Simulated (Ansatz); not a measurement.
## LiY3 under changes of volume

One of the cells (29.848 Å³/atom); the others are scaled copies at fixed shape and fractional positions:

```xyz
4
Lattice="-2.3672 2.3672 5.3266 2.3672 -2.3672 5.3266 2.3672 2.3672 -5.3266" Properties=species:S:1:pos:R:3 pbc="T T T"
Y     0.0000    0.0000    5.3266
Y     2.3672    0.0000    2.6633
Y     0.0000    2.3672    2.6633
Li    0.0000    0.0000    0.0000
```

The cell comes from a database or a generator and needn't be the stable form of this composition.

```yaml
Program: Ansatz 0.2.0
Functional: PBE
Potentials_or_basis: Ansatz PAW
Cutoff: "420 eV (not typed: the program's choice for these potentials)"
k_mesh: 8 × 8 × 8
Occupations: fermi-dirac, width 0.05 eV
Spin: no spin polarisation
```

```csv
volume (Å³/atom),energy over the lowest point (meV/atom),pressure (GPa)
28.057,11.42,2.2
28.654,?,?
29.251,1.17,0.7
29.848,0.00,0.0
30.445,1.20,-0.6
31.042,4.60,-1.1
31.639,10.01,-1.7
```

Question: What does the run at 28.654 Å³/atom give?

Answer: Energy over the lowest point 4.91 meV/atom; pressure 1.4 GPa.

Worked out: A Birch-Murnaghan fit of order 3 (a polynomial in V^(-2/3)) to the other rows has its minimum at 29.84 Å³/atom with B0 = V·E''(V) = 32 GPa and B' = 3.0 at fixed shape and positions, which overstates the stiffness. It gives 4.90 meV/atom at 28.654 Å³/atom, against the run's 4.91, and -dE/dV = 1.4 GPa, against 1.4.

Energies are extrapolated to zero smearing.
